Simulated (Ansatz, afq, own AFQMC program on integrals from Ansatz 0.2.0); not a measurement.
# HBrCl (doublet): quantum Monte Carlo beside coupled cluster at distance Cl1–H2 along a hydrogen transfer = 1.279 Å, cc-pVTZ

How near does AFQMC come to the top of the ladder for HBrCl (doublet)?

Computed with Ansatz 0.2.0, Gaussian basis, and an in-house AFQMC program (afq) on its integrals; all values are calculated. Level: cc-pVTZ, frozen cores.

Plan: PBE (unrestricted); CCSD(T) on UHF; r2SCAN (unrestricted); CCSDT(Q) on UHF; PBE0 (unrestricted); B3LYP (unrestricted); wB97M-V (unrestricted); B2PLYP (unrestricted); Phaseless AFQMC, CISD trial on UHF.

9 further runs of the same task are left out: 1 that didn't finish, 8 set aside as unsound or not needed.

## (1) The geometry

The geometry derives from fragments relaxed apart (PBE0/def2-TZVP) and kept rigid, so it is no stationary point. A hydrogen atom is moved between rigid fragments. No spin-orbit coupling is included. The filled d shell of Br may be among the frozen orbitals whatever the setting's name suggests; the logs give the count.

3 atoms, charge 0, spin multiplicity 2.

Atoms are counted from 1 here; the program's logs count them from 0.

Bond lengths: Cl1–H2 1.279 Å.

## (2) PBE (unrestricted)

Contents of in.yaml:

```yaml
crystal:
  periodic: [false, false, false]
  atoms:
    - {symbol: Cl, position_ang: [0.000000, 0.000000, -1.478600]}
    - {symbol: H, position_ang: [0.000000, 0.000000, -0.199800]}
    - {symbol: Br, position_ang: [0.000000, 0.000000, 1.678400]}
basis:
  gaussian: {orbitals: cc-pVTZ}
magnetization: {spin_polarized: true, initial_magnetization: 1}
hamiltonian: {xc: {name: PBE}}
output: {orbitals: {seedname: orbitals}}
```

Run with:

```console
ansatz run in.yaml --threads 1 --pin off --events-out ev --progress --plain --max-ram 8192MiB --backend cpu
```

Standard output:

```text
Functional definition: PBE
  name "PBE"
  cite "Perdew, Burke & Ernzerhof, Phys. Rev. Lett. 77, 3865 (1996) doi:10.1103/PhysRevLett.77.3865"
  parent pbe
  parameter kappa = 0.804
  parameter beta = 0.06672455060314922
  exchange = pbe_x(kappa = kappa, mu = beta*pi^2/3)
  correlation = pbe_c(beta = beta)
707 factors; their error is unknown
mean field evaluation 1: about -82569.2466 eV, gradient 1.3e1 eV
mean field evaluation 2: about -82560.8966 eV, gradient 3.3e1 eV
mean field evaluation 4: about -82570.0762 eV, gradient 2.7e0 eV
mean field evaluation 8: about -82570.1362 eV, gradient 2.2e-1 eV
mean field evaluation 16: about -82570.1239 eV, gradient 1.1e-4 eV
mean field evaluation 32: about -82570.1234 eV, gradient 1.7e-1 eV
mean field evaluation 64: about -82570.0779 eV, gradient 2.2e-6 eV
mean field evaluation 96: about -82570.1222 eV, gradient 5.1e-2 eV
mean field -82570.12393566 eV, -3034.3960865952 hartree, gradient 7.3e-6 eV, S^2 0.751842; 10 other end points of the search recorded, 0 dependent functions left out
reference -82570.12396453 eV, -3034.3960876561 hartree; 27, 26 occupied and 64, 65 virtual orbitals, 707 factors
Total energy: -82570.12396453 eV, -3034.3960876561 hartree
```

Wall time 15 s (1 thread of AMD EPYC 7R13 (Zen 3), shared host); peak memory 0.74 GiB.

From the report: ⟨S²⟩ of the determinant 0.752 (pure doublet: 0.75).

## (3) CCSD(T) on UHF

in.yaml: that of step 2 with these lines changed.

```diff
@@ -9,3 +9,2 @@
 magnetization: {spin_polarized: true, initial_magnetization: 1}
-hamiltonian: {xc: {name: PBE}}
-output: {orbitals: {seedname: orbitals}}
+correlation: {method: ccsd_t, electrons: outside_noble_gas, hamiltonian_folder: ham}
```

Run with:

```console
ansatz run in.yaml --threads 1 --pin off --events-out ev --progress --plain --max-ram 24576MiB --backend cuda --devices 0, --max-vram 18GiB
```

Standard output, shortened:

```text
Functional definition: HF
  name "HF"
  cite "Fock, Z. Phys. 61, 126 (1930) doi:10.1007/BF01340294"
  parent pbe
[...]
557 factors; integrals over basis functions are off by at most 1.3e-3 eV
[...]
mean field -82519.23932055 eV, -3032.5261114810 hartree, gradient 5.0e-6 eV, S^2 0.764984; 8 other end points of the search recorded, 0 dependent functions left out
determinant -82519.23932055 eV, -3032.5261114810 hartree, with singles and doubles -82529.73112373 eV, -3032.9116781362 hartree
determinant -82519.23577277 eV, -3032.5259811023 hartree, with singles and doubles -82529.68086776 eV, -3032.9098312633 hartree
determinant -82516.39156187 eV, -3032.4214582796 hartree, with singles and doubles -82527.51429351 eV, -3032.8302111281 hartree
determinant -82519.23932055 eV, -3032.5261114810 hartree, with singles and doubles -82529.73136204 eV, -3032.9116868939 hartree
determinant -82519.23577277 eV, -3032.5259811023 hartree, with singles and doubles -82529.68146494 eV, -3032.9098532091 hartree
19 core orbitals not correlated: weight in the atoms' cores, before any rotation towards them, 1.000 or more for the frozen orbitals, at most 0.000 for the correlated occupied ones
reference -82519.23932055 eV, -3032.5261114810 hartree; 8, 7 occupied and 64, 65 virtual orbitals, 557 factors
second order -9.45954417 eV of doubles, -0.00000000 eV of singles
cycle   1  -10.49205239 eV  change   -1.1e-5 eV  update   1.9e-6
perturbative correction -0.37382903 eV, -0.0137379636 hartree
Total energy: -82530.10520197 eV, -3032.9254252580 hartree
```

It took 18 s on 1 × NVIDIA H100 80GB HBM3 with 1 thread of AMD EPYC 7R13 (Zen 3), shared host; peak host memory 0.77 GiB.

From the report: ⟨S²⟩ of the determinant 0.765 (pure doublet: 0.75); correlation -10.8659 eV; T1 0.009; largest double amplitude 0.03.

This run also writes the integrals to the folder ham.

## (4) r2SCAN (unrestricted)

in.yaml: that of step 3 with these lines changed.

```diff
@@ -9,2 +9,2 @@
 magnetization: {spin_polarized: true, initial_magnetization: 1}
-correlation: {method: ccsd_t, electrons: outside_noble_gas, hamiltonian_folder: ham}
+hamiltonian: {xc: {name: r2SCAN}}
```

Run with:

```console
ansatz run in.yaml --threads 1 --pin off --events-out ev --progress --plain --max-ram 8192MiB --backend cpu
```

Standard output, shortened:

```text
Functional definition: r2SCAN
  name "r2SCAN"
  cite "Furness, Kaplan, Ning, Perdew & Sun, J. Phys. Chem. Lett. 11, 8208 (2020) doi:10.1021/acs.jpclett.0c02405"
  cite "Furness, Kaplan, Ning, Perdew & Sun, J. Phys. Chem. Lett. 11, 9248 (2020) doi:10.1021/acs.jpclett.0c03077"
  parent r2scan
[...]
707 factors; their error is unknown
[...]
mean field -82584.46964235 eV, -3034.9232815922 hartree, gradient 8.7e-6 eV, S^2 0.754470; 11 other end points of the search recorded, 0 dependent functions left out
reference -82584.46965059 eV, -3034.9232818950 hartree; 27, 26 occupied and 64, 65 virtual orbitals, 707 factors
Total energy: -82584.46965059 eV, -3034.9232818950 hartree
```

Wall time 52 s (1 thread of AMD EPYC 7R13 (Zen 3), shared host); peak memory 0.74 GiB.

From the report: ⟨S²⟩ of the determinant 0.754 (pure doublet: 0.75).

## (5) CCSDT(Q) on UHF

in.yaml: that of step 4 with these lines changed.

```diff
@@ -9,2 +9,2 @@
 magnetization: {spin_polarized: true, initial_magnetization: 1}
-hamiltonian: {xc: {name: r2SCAN}}
+correlation: {method: ccsdt_q, electrons: outside_noble_gas}
```

Run with:

```console
ansatz run in.yaml --threads 1 --pin off --events-out ev --progress --plain --max-ram 24576MiB --backend cuda --devices 0, --max-vram 18GiB
```

Standard output, shortened:

```text
Functional definition: HF
  name "HF"
  cite "Fock, Z. Phys. 61, 126 (1930) doi:10.1007/BF01340294"
  parent pbe
[...]
1006 factors; integrals over basis functions are off by at most 2.6e-7 eV
[...]
mean field -82519.23933745 eV, -3032.5261121021 hartree, gradient 3.8e-6 eV, S^2 0.764984; 8 other end points of the search recorded, 0 dependent functions left out
determinant -82519.23933745 eV, -3032.5261121021 hartree, with singles and doubles -82529.73114274 eV, -3032.9116788349 hartree
determinant -82519.23579333 eV, -3032.5259818580 hartree, with singles and doubles -82529.68088829 eV, -3032.9098320177 hartree
determinant -82516.39158424 eV, -3032.4214591019 hartree, with singles and doubles -82527.51437010 eV, -3032.8302139429 hartree
determinant -82519.23933745 eV, -3032.5261121021 hartree, with singles and doubles -82529.73138080 eV, -3032.9116875831 hartree
determinant -82519.23579333 eV, -3032.5259818580 hartree, with singles and doubles -82529.68148532 eV, -3032.9098539583 hartree
19 core orbitals not correlated: weight in the atoms' cores, before any rotation towards them, 1.000 or more for the frozen orbitals, at most 0.000 for the correlated occupied ones
reference -82519.23933745 eV, -3032.5261121021 hartree; 8, 7 occupied and 64, 65 virtual orbitals, 1006 factors
second order -9.45958397 eV of doubles, -0.00000000 eV of singles
cycle   1  -10.23058623 eV  change   -7.7e-1 eV  update   7.4e-2
[...]
cycle  15  -10.89483669 eV  change   -7.5e-7 eV  update   4.1e-7
perturbative correction -0.01438369 eV, -0.0005285910 hartree
Total energy: -82530.14855784 eV, -3032.9270185568 hartree
```

Run time: 55 s. Hardware: 1 × NVIDIA H100 80GB HBM3 with 1 thread of AMD EPYC 7R13 (Zen 3), shared host; peak host memory 1.3 GiB.

From the report: ⟨S²⟩ of the determinant 0.765 (pure doublet: 0.75); correlation -10.9092 eV; T1 0.010; largest double amplitude 0.04.

## (6) PBE0 (unrestricted)

in.yaml: that of step 5 with these lines changed.

```diff
@@ -9,2 +9,3 @@
 magnetization: {spin_polarized: true, initial_magnetization: 1}
-correlation: {method: ccsdt_q, electrons: outside_noble_gas}
+hamiltonian: {xc: {name: PBE0}}
+output: {orbitals: {seedname: orbitals}}
```

Run with:

```console
ansatz run in.yaml --threads 1 --pin off --events-out ev --progress --plain --max-ram 8192MiB --backend cpu
```

Standard output, shortened:

```text
Functional definition: PBE0
  name "PBE0"
  cite "Adamo & Barone, J. Chem. Phys. 110, 6158 (1999) doi:10.1063/1.478522"
  cite "Perdew, Burke & Ernzerhof, Phys. Rev. Lett. 77, 3865 (1996) doi:10.1103/PhysRevLett.77.3865"
  parent pbe
[...]
557 factors; integrals over basis functions are off by at most 1.3e-3 eV
[...]
mean field -82573.51984263 eV, -3034.5208838746 hartree, gradient 2.5e-6 eV, S^2 0.754295; 4 other end points of the search recorded, 0 dependent functions left out
reference -82573.51986419 eV, -3034.5208846668 hartree; 27, 26 occupied and 64, 65 virtual orbitals, 557 factors
Total energy: -82573.51986419 eV, -3034.5208846668 hartree
```

It took 14 s on 1 thread of AMD EPYC 7R13 (Zen 3), shared host; peak memory 0.74 GiB.

From the report: ⟨S²⟩ of the determinant 0.754 (pure doublet: 0.75).

## (7) B3LYP (unrestricted)

in.yaml: that of step 6 with these lines changed.

```diff
@@ -9,3 +9,2 @@
 magnetization: {spin_polarized: true, initial_magnetization: 1}
-hamiltonian: {xc: {name: PBE0}}
-output: {orbitals: {seedname: orbitals}}
+hamiltonian: {xc: {name: B3LYP}}
```

Same command.

Standard output, shortened:

```text
Functional definition: B3LYP
  name "B3LYP"
  cite "Stephens, Devlin, Chabalowski & Frisch, J. Phys. Chem. 98, 11623 (1994) doi:10.1021/j100096a001"
  cite "Becke, Phys. Rev. A 38, 3098 (1988) doi:10.1103/PhysRevA.38.3098"
  cite "Lee, Yang & Parr, Phys. Rev. B 37, 785 (1988) doi:10.1103/PhysRevB.37.785"
  cite "Vosko, Wilk & Nusair, Can. J. Phys. 58, 1200 (1980) doi:10.1139/p80-159"
[...]
557 factors; integrals over basis functions are off by at most 1.3e-3 eV
[...]
mean field -82587.08436210 eV, -3035.0193707708 hartree, gradient 1.0e-6 eV, S^2 0.753385; 5 other end points of the search recorded, 0 dependent functions left out
reference -82587.08456933 eV, -3035.0193783863 hartree; 27, 26 occupied and 64, 65 virtual orbitals, 557 factors
Total energy: -82587.08456933 eV, -3035.0193783863 hartree
```

It took 15 s on 1 thread of AMD EPYC 7R13 (Zen 3), shared host; peak memory 1.4 GiB.

From the report: ⟨S²⟩ of the determinant 0.753 (pure doublet: 0.75).

## (8) wB97M-V (unrestricted)

in.yaml: that of step 7 with these lines changed.

```diff
@@ -9,2 +9,3 @@
 magnetization: {spin_polarized: true, initial_magnetization: 1}
-hamiltonian: {xc: {name: B3LYP}}
+hamiltonian: {xc: {name: wB97M-V}}
+output: {orbitals: {seedname: orbitals}}
```

Same command.

Standard output, shortened:

```text
Functional definition: wB97M-V
  name "wB97M-V"
  cite "Mardirossian & Head-Gordon, J. Chem. Phys. 144, 214110 (2016) doi:10.1063/1.4952647"
  cite "Becke, J. Chem. Phys. 107, 8554 (1997) doi:10.1063/1.475007"
  cite "Vydrov & Van Voorhis, J. Chem. Phys. 133, 244103 (2010) doi:10.1063/1.3521275"
  # Of w^i u^j: cxij and so on, Table III.
[...]
  gx(w, u) = 1 - cx + cx01*u + cx10*w
  gss(w, u) = css00 + css04*u^4 + css10*w + css20*w^2 + css43*w^4*u^3
  gos(w, u) = cos00 + cos10*w + (cos20 + cos21*u)*w^2 + (cos60 + cos61*u)*w^6
[...]
      + integral(e_c_pw_mod_opposite_spin*gos(b97_w_opposite, b97_u_opposite)) + vv10(b, c)
557 factors; integrals over basis functions are off by at most 1.3e-3 eV
114 factors; integrals over basis functions are off by at most 8.4e-5 eV
[...]
mean field -82581.10392239 eV, -3034.7995936652 hartree, gradient 8.5e-6 eV, S^2 0.753672; 1 other end points of the search recorded, 0 dependent functions left out
reference -82581.10395280 eV, -3034.7995947827 hartree; 27, 26 occupied and 64, 65 virtual orbitals, 557 factors
Total energy: -82581.10395280 eV, -3034.7995947827 hartree
```

Wall time 33 s (1 thread of AMD EPYC 7R13 (Zen 3), shared host); peak memory 1.6 GiB.

From the report: ⟨S²⟩ of the determinant 0.754 (pure doublet: 0.75).

## (9) B2PLYP (unrestricted)

in.yaml: that of step 8 with these lines changed.

```diff
@@ -9,3 +9,3 @@
 magnetization: {spin_polarized: true, initial_magnetization: 1}
-hamiltonian: {xc: {name: wB97M-V}}
-output: {orbitals: {seedname: orbitals}}
+hamiltonian: {xc: {name: B2PLYP}}
+correlation: {electrons: outside_noble_gas}
```

Same command.

Standard output, shortened:

```text
Functional definition: B2PLYP
  name "B2PLYP"
  cite "Grimme, J. Chem. Phys. 124, 034108 (2006) doi:10.1063/1.2148954"
  cite "Becke, Phys. Rev. A 38, 3098 (1988) doi:10.1103/PhysRevA.38.3098"
  cite "Lee, Yang & Parr, Phys. Rev. B 37, 785 (1988) doi:10.1103/PhysRevB.37.785"
[...]
557 factors; integrals over basis functions are off by at most 1.3e-3 eV
[...]
mean field -82567.75462619 eV, -3034.3090160784 hartree, gradient 1.2e-6 eV, S^2 0.757467; 5 other end points of the search recorded, 0 dependent functions left out
19 core orbitals not correlated: weight in the atoms' cores, before any rotation towards them, 1.000 or more for the frozen orbitals, at most 0.000 for the correlated occupied ones
reference -82567.75475869 eV, -3034.3090209477 hartree; 8, 7 occupied and 64, 65 virtual orbitals, 557 factors
second order -11.47502423 eV of doubles, -0.00000000 eV of singles
Total energy: -82570.85301524 eV, -3034.4228797756 hartree
```

Run time: 20 s. Hardware: 1 thread of AMD EPYC 7R13 (Zen 3), shared host; peak memory 1.6 GiB.

From the report: ⟨S²⟩ of the determinant 0.757 (pure doublet: 0.75).

## (10) Phaseless AFQMC, CISD trial on UHF

It reads the integrals that the CCSD(T) run on this determinant wrote.

Run with:

```console
afq ham --method phaseless --trial cisd --walkers 2500 --populations 20 --least-time 60 --time-step 0.005 --steps-per-block 50 --equilibration-blocks 28 --max-blocks 4000 --target-error 0.00023 --factor-cut 1e-05 --start spin_pure --seed 7877 --release-times 0.24,0.51,0.99,1.5 --release-step 0.03 --release-every 4 --taylor-order 6
```

Standard output:

```text
orbitals 72  electrons 8 7  factors 488 of 557
reference energy -3032.52611148 Eh
CCSD correlation -0.38557594 Eh in 10 cycles, weight of the determinant in the CISD state 0.8603
energy of the start -3032.910895 Eh
 block  time / (1/Eh)  mean weight  energy / Eh
     1     0.250  1.0000  -3032.904340
     2     0.500  0.9999  -3032.909839
     3     0.750  1.0004  -3032.915402
     4     1.000  0.9999  -3032.919106
     5     1.250  1.0003  -3032.921890
     6     1.500  0.9999  -3032.924449
     7     1.750  0.9998  -3032.925608
     8     2.000  0.9998  -3032.925550
     9     2.250  0.9997  -3032.925780
    10     2.500  0.9994  -3032.926451
    11     2.750  1.0002  -3032.926278
    13     3.250  1.0000  -3032.927319
    15     3.750  0.9997  -3032.926852
    17     4.250  0.9999  -3032.926623
    19     4.750  1.0005  -3032.927367
    21     5.250  0.9998  -3032.926543
    23     5.750  0.9996  -3032.925077
    25     6.250  0.9997  -3032.925934
    27     6.750  1.0005  -3032.927116
    29     7.250  0.9999  -3032.928153
    31     7.750  0.9997  -3032.926497
    33     8.250  0.9996  -3032.925836
    35     8.750  0.9996  -3032.927558
    37     9.250  1.0004  -3032.927521
    39     9.750  0.9998  -3032.926553
    41    10.250  1.0000  -3032.925473
    43    10.750  1.0003  -3032.926478
    45    11.250  0.9999  -3032.926626
    47    11.750  1.0002  -3032.926386
    49    12.250  1.0000  -3032.927039
    51    12.750  1.0002  -3032.926866
    53    13.250  0.9999  -3032.926508
    55    13.750  1.0000  -3032.926465
    57    14.250  0.9999  -3032.926881
    59    14.750  1.0000  -3032.926024
    61    15.250  1.0003  -3032.926932
    63    15.750  1.0001  -3032.927349
    65    16.250  0.9996  -3032.928022
    67    16.750  1.0001  -3032.925694
    69    17.250  0.9996  -3032.925425
    71    17.750  1.0005  -3032.923755
    73    18.250  0.9993  -3032.926371
    75    18.750  1.0001  -3032.925422
    77    19.250  1.0003  -3032.926295
    79    19.750  1.0003  -3032.925345
    81    20.250  1.0001  -3032.925488
    83    20.750  1.0003  -3032.926246
    85    21.250  1.0006  -3032.926053
    87    21.750  0.9998  -3032.927717
    89    22.250  1.0003  -3032.926770
    91    22.750  0.9996  -3032.926372
    93    23.250  1.0005  -3032.925867
    95    23.750  0.9996  -3032.926721
    97    24.250  1.0000  -3032.923897
error from the spread of 20 populations
released: time / (1/Eh)  energy / Eh  error  mean overlap
  0.24  -3032.926803  0.000160  0.9959
  0.51  -3032.926893  0.000163  0.9943
  0.99  -3032.926918  0.000215  0.9930
  1.50  -3032.926897  0.000239  0.9881
energy -3032.926375 +/- 0.000209 Eh
```

It took 2.2 min on 1 × NVIDIA H100 80GB HBM3 with 2 threads of AMD EPYC 7R13 (Zen 3), shared host; peak host memory 1.6 GiB.

Energy -82530.1310 ± 0.0057 eV. Caveats: constraint bias not in the error.

## (11) AFQMC on the ladder

On the UHF determinant, counted from CCSDT(Q) (a yardstick, not exact):

| level | energy (eV) | from CCSDT(Q) (kJ/mol) | statistical error (kJ/mol) | time |
| --- | --- | --- | --- | --- |
| HF | -82519.2393 | +1052.6 |  |  |
| MP2 | -82528.6989 | +139.9 |  |  |
| CCSD | -82529.7314 | +40.3 |  |  |
| CCSD(T) | -82530.1052 | +4.2 |  |  |
| CCSDT(Q) | -82530.1486 | 0.0 |  |  |
| Phaseless AFQMC, CISD trial, step 0.005, 2500 walkers | -82530.1310 | +1.7 | 0.5 | 2.2 min |

The functionals' totals stand on their own zeros and serve differences with other points: PBE -82570.124 eV; r2SCAN -82584.470 eV; PBE0 -82573.520 eV; B3LYP -82587.085 eV; wB97M-V -82581.104 eV; B2PLYP -82570.853 eV.

## (12) Outcome

```
                                        quantity              value
                    CCSD(T) on UHF from CCSDT(Q)        +4.2 kJ/mol
Phaseless AFQMC, CISD trial on UHF from CCSDT(Q)  +1.7 ± 0.5 kJ/mol
```

In words: On UHF the phaseless walk with the CISD trial lies +1.7 kJ/mol from CCSDT(Q), 3 times its error bar. Error bars are statistical and leave out the constraint, the time step and what remains of the start.
